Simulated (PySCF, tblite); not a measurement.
**CH₆AlO₄Si radical, a small gas-phase stand-in for a defect centre (Si site with back bonds O, [H], O[Al](O)O): EPR parameters**

Wanted: the EPR parameters for `[CH2][SiH](O)[O][Al]([OH])[OH]`. It is drawn as: carbon radical.

Computed with tblite 0.8.0 and PySCF 2.14.0; each step states its level. No surroundings beyond the atoms listed, unless a continuum is named. Atoms count from 0, parts from 1.

## 1. Starting point

13 atoms, charge 0, multiplicity 2; geometry: distance geometry start.

## 2. Geometry optimisation with GFN2-xTB

Job settings and geometry (Å):

```
{"job": {"kind": "relax", "xc": "GFN2-xTB", "basis": "xTB"}, "charge": 0, "multiplicity": 2}
Si     0.089344     1.229724     0.553020
O      1.391092     0.027339     0.373353
O     -1.137397     0.614763     1.649067
Al    -1.972914    -1.038141     1.500897
O     -3.003800    -1.318442    -0.060137
O     -0.994187    -2.519779     2.065496
C     -0.644658     1.602945    -1.080507
H      0.661106     2.411083     1.096924
H      1.242631    -0.870610     0.124479
H     -2.941533    -0.773970    -0.850993
H     -0.039950    -2.496093     2.287695
H     -0.761971     0.759834    -1.741689
H     -1.432681     2.277107    -1.073335
```

Level: GFN2-xTB geometry optimisation, gas phase.

On the command line:

```bash
> OMP_NUM_THREADS=1 python cluster_run.py task.json out
```

The driver reads the jobs from task.json and runs them one after another.

**Question.** The jobs that follow are: PBE0-D3(BJ)/def2-SVP geometry optimisation, gas phase; UKS B3LYP, IGLO-III on Al C O Si, pcH-1 on H, non-relativistic, mean-field spin-orbit, GIAO; UKS BHandHLYP, IGLO-III on Al C O Si, pcH-1 on H, non-relativistic, mean-field spin-orbit, GIAO. Predict: point group; rotational constants (main isotopes); g(iso) (B3LYP); ⟨S²⟩; largest a(iso); potential on the surface of density 0.002 e/bohr³, 1st and 99th percentile.

**Answer**, as computed:

| quantity | value |
| --- | --- |
| point group | C1 |
| rotational constants (main isotopes) | 3.13, 1.00, 0.85 GHz |
| g(iso) (B3LYP) | 2.00254 |
| ⟨S²⟩ | 0.753 (exact 0.75) |
| largest a(iso) | 13C on C6, 71.9 MHz |
| potential on the surface of density 0.002 e/bohr³, 1st and 99th percentile | -1.55 V and 2.82 V |

**Reading.** The start of the PBE0/def2-SVP relaxation was shaken at random by about 0.01 Å, so part of the energy gained, and of the first lengths quoted, undoes that. Relaxing lowered the energy by 0.292 eV in 29 steps; the close pair that moved most is O2–Al3, from 1.640 to 1.706 Å (PBE0/def2-SVP). Most of the unpaired spin sits on C6 (1.04 e). The isotropic g lies 0.2 ppt above the free-electron value. The coupling of 13C on C6 runs from 71.9 (B3LYP/IGLO-III+pcH-1) to 92.1 MHz (BHandHLYP/IGLO-III+pcH-1). A capped cluster stands for the solid here, so long-range fields and strain are missing, and bands or shifts of the capping hydrogens have no counterpart in it.
